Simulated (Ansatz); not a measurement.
**C₂H₄B₂O: how energies converge with the basis set**

Aim: see how fast density functionals converge with the basis set for C₂H₄B₂O.

Computed with Ansatz 0.2.0, Gaussian basis. Level: one geometry, several basis sets.

Levels to be run: PBE0-D4/def2-SVP; ωB97M-V/def2-SVP; PBE0-D4/def2-QZVPP; ωB97M-V/def2-QZVPP; the functionals' def2-TZVPP values are taken from earlier runs.

**1. The geometry**

An earlier PBE0-D4 in a triple-zeta def2 set relaxation fixed the geometry.

SMILES `BC#CBO`, 9 atoms, charge 0, spin multiplicity 1.

Atoms are counted from 1 here; the program's logs count them from 0.

Bond lengths: B1–C2 1.490 Å, B1–H6 1.194 Å, B1–H7 1.194 Å, C2–C3 1.222 Å, C3–B4 1.515 Å, B4–O5 1.351 Å, B4–H8 1.200 Å, O5–H9 0.960 Å. Angles: C2–B1–H6 119.8°, C2–B1–H7 119.8°, H6–B1–H7 120.4°, B1–C2–C3 179.3°, C2–C3–B4 176.5°, C3–B4–O5 119.4°, C3–B4–H8 119.0°, O5–B4–H8 121.6°, B4–O5–H9 112.8°.

**2. PBE0-D4 in def2-SVP**

Contents of in.yaml:

```yaml
crystal:
  periodic: [false, false, false]
  atoms:
    - {symbol: B, position_ang: [1.290100, -0.110867, 2.188111]}
    - {symbol: C, position_ang: [0.501541, -0.019673, 0.926932]}
    - {symbol: C, position_ang: [-0.135204, 0.047393, -0.113639]}
    - {symbol: B, position_ang: [-0.988582, 0.182058, -1.358655]}
    - {symbol: O, position_ang: [-0.583006, -0.401423, -2.508233]}
    - {symbol: H, position_ang: [1.091930, -1.010001, 2.947892]}
    - {symbol: H, position_ang: [2.115372, 0.716214, 2.432751]}
    - {symbol: H, position_ang: [-2.010821, 0.806644, -1.297215]}
    - {symbol: H, position_ang: [-1.192932, -0.256546, -3.235143]}
basis:
  gaussian: {orbitals: def2-SVP}
hamiltonian: {xc: pbe0, dispersion: d4}
output: {orbitals: {seedname: orbitals}}
```

Started as:

```bash
$ ansatz run in.yaml --threads 2 --pin off --events-out ev --progress --plain --max-ram 4352MiB
```

The runs that follow: ωB97M-V in def2-SVP; PBE0-D4 in def2-QZVPP; ωB97M-V in def2-QZVPP.

Q: Predict the results of all the runs planned. Wanted: PBE0-D4: double and triple zeta above quadruple; ωB97M-V: double and triple zeta above quadruple.

The runs gave:

| quantity | value |
| --- | --- |
| PBE0-D4: double and triple zeta above quadruple | 6.57, 0.32 eV |
| ωB97M-V: double and triple zeta above quadruple | 6.81, 0.29 eV |

In words: PBE0-D4 gains 6.25 eV from double to triple zeta, then 0.32 eV more. These are total energies; as a rule much of such shifts cancels in differences, which this series doesn't test.
